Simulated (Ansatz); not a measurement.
**CH₅AlFGaO: a ladder of functionals and wavefunction methods**

An exercise on one series of results from a longer session: the logs are not shown, and one member is left open.

Method: functionals in def2-TZVPP, the program's frozen cores in correlated methods; program: Ansatz 0.2.0, Gaussian basis.

The runs, in order: LDA (SPW92), PBE-D4, revPBE-D4, BLYP-D4, r2SCAN-D4, B97M-V, PBE0-D4, B3LYP-D4, r2SCANh-D4, r2SCAN0-D4, HSE06-D4, BHLYP-D4, CAM-B3LYP-D4, LC-ωPBE, ωB97X-V, ωB97M-V, B2PLYP, PBE-QIDH; CCSD(T)/def2-SVP; CCSD(T)/def2-TZVPP; MP2/def2-QZVPP; extrapolation to the limit; RPA on PBE.

### The relaxed structure

The geometry comes from an earlier relaxation with PBE0-D4 in a triple-zeta def2 set; it is a stationary point, not always the lowest conformer.

SMILES `[OH][Al]([GaH2])[CH2]F`, 10 atoms, charge 0, spin multiplicity 1.

Atoms are counted from 1 here; the program's logs count them from 0.

Bond lengths: O1–Al2 1.701 Å, O1–H6 0.956 Å, Al2–Ga3 2.510 Å, Al2–C4 1.990 Å, Ga3–H7 1.578 Å, Ga3–H8 1.578 Å, C4–F5 1.408 Å, C4–H9 1.097 Å, C4–H10 1.097 Å. Angles: Al2–O1–H6 126.1°, O1–Al2–Ga3 119.2°, O1–Al2–C4 120.2°, Ga3–Al2–C4 120.6°, Al2–Ga3–H7 122.4°, Al2–Ga3–H8 122.5°, H7–Ga3–H8 115.1°, Al2–C4–F5 106.9°, Al2–C4–H9 114.1°, Al2–C4–H10 114.2°, F5–C4–H9 107.3°, F5–C4–H10 107.4°, H9–C4–H10 106.6°.

Set-up of the first run:

The input, in.yaml:

```yaml
crystal:
  periodic: [false, false, false]
  atoms:
    - {symbol: O, position_ang: [-2.245485, -0.218061, 0.061079]}
    - {symbol: Al, position_ang: [-0.550000, -0.094299, 0.017132]}
    - {symbol: Ga, position_ang: [0.832820, -2.188626, 0.067556]}
    - {symbol: C, position_ang: [0.322223, 1.692503, -0.074569]}
    - {symbol: F, position_ang: [1.712365, 1.468570, -0.096774]}
    - {symbol: H, position_ang: [-2.863975, 0.510210, 0.046428]}
    - {symbol: H, position_ang: [1.273893, -2.943248, -1.246410]}
    - {symbol: H, position_ang: [1.339647, -2.836948, 1.414116]}
    - {symbol: H, position_ang: [0.069476, 2.269180, -0.972639]}
    - {symbol: H, position_ang: [0.109025, 2.340718, 0.784081]}
basis:
  gaussian: {orbitals: def2-TZVPP}
hamiltonian: {xc: lda}
output: {orbitals: {seedname: orbitals}}
```

Command:

```console
ansatz run in.yaml --threads 4 --pin off --events-out ev --progress --plain --max-ram 10444MiB
```

Steps of the session up to this table: LDA; PBE-D4 (GGA); revPBE-D4 (GGA); BLYP-D4 (GGA); r2SCAN-D4 (meta-GGA); B97M-V (meta-GGA); PBE0-D4 (hybrid); B3LYP-D4 (hybrid); r2SCANh-D4 (hybrid); r2SCAN0-D4 (hybrid); HSE06-D4 (hybrid); BHLYP-D4 (hybrid); CAM-B3LYP-D4 (range-separated); LC-ωPBE (range-separated); ωB97X-V (range-separated); ωB97M-V (range-separated); B2PLYP (double hybrid); PBE-QIDH (double hybrid).

One of the session's tables, all rows but one given; the rest of the session is left out.

It belongs to the step «Orbital energies across the functionals». 

| functional | HOMO (eV) | LUMO (eV) | gap (eV) |
| --- | --- | --- | --- |
| LDA (SPW92) | ? | ? | ? |
| PBE-D4 | -5.81 | -2.83 | 2.98 |
| revPBE-D4 | -5.76 | -2.71 | 3.05 |
| BLYP-D4 | -5.70 | -2.74 | 2.96 |
| r2SCAN-D4 | -6.06 | -2.60 | 3.45 |
| B97M-V | -6.13 | -2.79 | 3.33 |
| PBE0-D4 | -6.93 | -2.02 | 4.91 |
| B3LYP-D4 | -6.75 | -2.26 | 4.49 |
| r2SCANh-D4 | -6.47 | -2.32 | 4.15 |
| r2SCAN0-D4 | -7.08 | -1.90 | 5.19 |
| HSE06-D4 | -6.54 | -2.39 | 4.15 |
| BHLYP-D4 | -7.93 | -1.22 | 6.70 |
| CAM-B3LYP-D4 | -8.20 | -1.07 | 7.13 |
| LC-ωPBE | -9.47 | 0.11 | 9.58 |
| ωB97X-V | -9.15 | -0.05 | 9.10 |
| ωB97M-V | -8.94 | -0.28 | 8.66 |

Q: Estimate the row for LDA (SPW92) from the others.

**Answer.** HOMO (eV): -5.93; LUMO (eV): -3.10; gap (eV): 2.84. In the column «HOMO (eV)» it lies between r2SCAN-D4 (-6.06) and PBE-D4 (-5.81).
